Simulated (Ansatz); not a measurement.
# CH6NSn: the cost of one run

Computed with Ansatz 0.2.0, Gaussian basis. Level: the settings change from run to run.

### Step 1. The molecule

The geometry comes from an earlier relaxation with PBE0-D4 in a triple-zeta def2 set; it is a stationary point, not always the lowest conformer. Sn takes a core potential in def2 sets; no spin-orbit term is included.

SMILES `[CH3][SnH][NH2]`, 9 atoms, charge 0, spin multiplicity 2.

Atoms are counted from 1 here; the program's logs count them from 0.

Bond lengths: C1–Sn2 2.161 Å, C1–H4 1.091 Å, C1–H5 1.090 Å, C1–H6 1.090 Å, Sn2–N3 2.043 Å, Sn2–H7 1.736 Å, N3–H8 1.012 Å, N3–H9 1.012 Å. Angles: Sn2–C1–H4 107.9°, Sn2–C1–H5 110.1°, Sn2–C1–H6 110.2°, H4–C1–H5 109.7°, H4–C1–H6 109.6°, H5–C1–H6 109.3°, C1–Sn2–N3 103.7°, C1–Sn2–H7 110.1°, N3–Sn2–H7 102.8°, Sn2–N3–H8 115.2°, Sn2–N3–H9 115.1°, H8–N3–H9 107.9°.

### Step 2. r2SCANh/def2-TZVP

This run has coordinates scaled by 1.05, D4 dispersion, relativity set to none, high accuracy.

File in.yaml:

```yaml
crystal:
  periodic: [false, false, false]
  atoms:
    - {symbol: C, position_ang: [-0.900913, 0.908769, -0.986348]}
    - {symbol: Sn, position_ang: [0.925652, 0.508316, 0.298501]}
    - {symbol: N, position_ang: [0.457095, -1.337864, 1.285871]}
    - {symbol: H, position_ang: [-1.108062, -0.031663, -1.607461]}
    - {symbol: H, position_ang: [-0.704828, 1.795906, -1.681905]}
    - {symbol: H, position_ang: [-1.806323, 1.139538, -0.326139]}
    - {symbol: H, position_ang: [2.343086, 0.055539, -0.753940]}
    - {symbol: H, position_ang: [-0.377764, -1.300972, 1.942374]}
    - {symbol: H, position_ang: [1.264878, -1.786184, 1.810986]}
basis:
  gaussian: {orbitals: def2-TZVP}
magnetization: {spin_polarized: true, initial_magnetization: 1}
hamiltonian: {xc: {name: r2SCANh}, dispersion: d4, pseudopotentials: {relativity: none}}
accuracy: high
output: {forces: true}
```

The run is started by

```sh
> ansatz run in.yaml --threads 4 --pin off --events-out ev --progress --plain --max-ram 10444MiB
```

Q: Estimate wall time and peak memory on 4 threads of Arm Neoverse V2, shared host.

About 14 s, with a peak of 1 GiB.
